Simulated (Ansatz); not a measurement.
# GaH5Se: the cost of one run

The runs use Ansatz 0.2.0, Gaussian basis; the settings change from run to run.

### 1 The geometry

The structure was relaxed beforehand with PBE0-D4 in a triple-zeta def2 set.

SMILES `[GaH3-][SeH2+]`, 7 atoms, charge 0, spin multiplicity 1.

Atoms are counted from 1 here; the program's logs count them from 0.

Bond lengths: Ga1–Se2 2.713 Å, Ga1–H3 1.575 Å, Ga1–H4 1.575 Å, Ga1–H5 1.574 Å, Se2–H6 1.469 Å, Se2–H7 1.469 Å. Angles: Se2–Ga1–H3 94.5°, Se2–Ga1–H4 94.5°, Se2–Ga1–H5 98.0°, H3–Ga1–H4 118.9°, H3–Ga1–H5 119.1°, H4–Ga1–H5 119.1°, Ga1–Se2–H6 97.0°, Ga1–Se2–H7 97.0°, H6–Se2–H7 91.5°.

Coordinates:

```
atom    x (Å)    y (Å)    z (Å)
 Ga1  -0.8046  -0.6649  -0.5542
 Se2   0.7758   0.5918   1.2577
  H3  -0.3674  -2.1132  -0.1159
  H4  -2.1456  -0.0685   0.0174
  H5  -0.1834  -0.0397  -1.8587
  H6   2.0534   0.3563   0.5729
  H7   0.6718   1.9383   0.6808
```

### 2 HSE06/aug-pcseg-2

Options: density fitting with cc-pVTZ-jkfit, D3(BJ) dispersion.

in.yaml reads:

```yaml
crystal:
  periodic: [false, false, false]
  atoms:
    - {symbol: Ga, position_ang: [-0.804607, -0.664946, -0.554203]}
    - {symbol: Se, position_ang: [0.775784, 0.591770, 1.257714]}
    - {symbol: H, position_ang: [-0.367357, -2.113220, -0.115902]}
    - {symbol: H, position_ang: [-2.145611, -0.068507, 0.017423]}
    - {symbol: H, position_ang: [-0.183410, -0.039684, -1.858729]}
    - {symbol: H, position_ang: [2.053401, 0.356330, 0.572923]}
    - {symbol: H, position_ang: [0.671800, 1.938257, 0.680775]}
basis:
  gaussian: {orbitals: aug-pcseg-2, fitting: {mean_field: cc-pVTZ-jkfit}}
hamiltonian: {xc: {name: HSE06}, dispersion: d3bj}
```

The run is started by

```bash
$ ansatz run in.yaml --threads 2 --pin off --events-out ev --progress --plain --max-ram 32768MiB --backend cpu
```

What time and memory should one allow on 2 threads of AMD EPYC 7R13, shared host?

About 8 s, with a peak of 0.66 GiB.
